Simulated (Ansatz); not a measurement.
**NaAs (triplet): wave-function methods side by side, cc-pVDZ**

An exercise on one series of results from a longer session: the logs are not shown, and one member is left open.

Computed with Ansatz 0.2.0, Gaussian basis. Level: cc-pVDZ, core rule «outside noble gas», up to 19 orbitals frozen.

Plan: UHF; CCSD(T) on ROHF; CCSD(T) on UHF; BCCD(T) on ROHF; CISD as a restricted active space (open shells left free, so some higher excitations enter); CCSDT(Q) on ROHF; CCSDT(Q) on UHF; CISDTQ; Full CI.

25 further runs of the same task are left out: 11 for a known fault of the program, 5 that didn't finish, 9 set aside as unsound or not needed. Runs told in other sessions of the task aren't counted.

## The geometry

The geometry is a PBE0/def2-TZVP stationary point (not a proven minimum). No spin-orbit coupling is included. The filled d shell of As may be among the frozen orbitals whatever the setting's name suggests.

2 atoms, charge 0, spin multiplicity 3.

Atoms are counted from 1 here; the program's logs count them from 0.

Bond lengths: As1–Na2 2.734 Å.

The first run:

Input file in.yaml:

```yaml
crystal:
  periodic: [false, false, false]
  atoms:
    - {symbol: As, position_ang: [0.000000, 0.000000, 0.000000]}
    - {symbol: Na, position_ang: [0.000000, 0.000000, 2.734300]}
basis:
  gaussian: {orbitals: cc-pVDZ}
magnetization: {spin_polarized: true, initial_magnetization: 2}
hamiltonian: {xc: hf}
output: {orbitals: {seedname: orbitals}}
```

Command:

```sh
$ ansatz run in.yaml --threads 1 --pin off --events-out ev --progress --plain --max-ram 2393MiB
```

Among the steps run: UHF; CCSD(T) on ROHF; CCSD(T) on UHF; BCCD(T) on ROHF; CISD as a restricted active space (open shells left free, so some higher excitations enter); CCSDT(Q) on ROHF; CCSDT(Q) on UHF; CISDTQ; Full CI.

One of the session's tables, all rows but one given; the rest of the session is left out.

It belongs to the step «Misses and costs». 

| method | from FCI (kJ/mol) |
| --- | --- |
| ROHF | ? |
| UHF | +244.7 |
| RMP2 | +53.8 |
| UMP2 | +52.6 |
| CISD | +16.7 |
| RCCSD | +9.1 |
| UCCSD | +7.5 |
| RCCSD(T) | +2.5 |
| UCCSD(T) | +1.7 |
| BCCD(T) | +2.5 |
| RCCSDT | +0.6 |
| UCCSDT | -0.2 |
| CISDTQ | +0.2 |
| RCCSDT(Q) | +0.1 |
| UCCSDT(Q) | -0.7 |
| FCI | 0 |

Estimate the missing values for ROHF.

The run gave: from FCI (kJ/mol): +257.4. In the column «from FCI (kJ/mol)» it is the highest.

Limits of these values: UCCSDT, UCCSDT(Q) fall below full CI: unrestricted runs freeze a spin-polarised core, another one than full CI's, and coupled cluster isn't variational. Levels on UHF freeze UHF's core orbitals, full CI those of ROHF, so the U rows can settle a little off it for that reason alone. Restricted and unrestricted rows rest on different reference determinants; a gap between their highest levels can come from leftover correlation error, from unlike frozen cores or from another state.
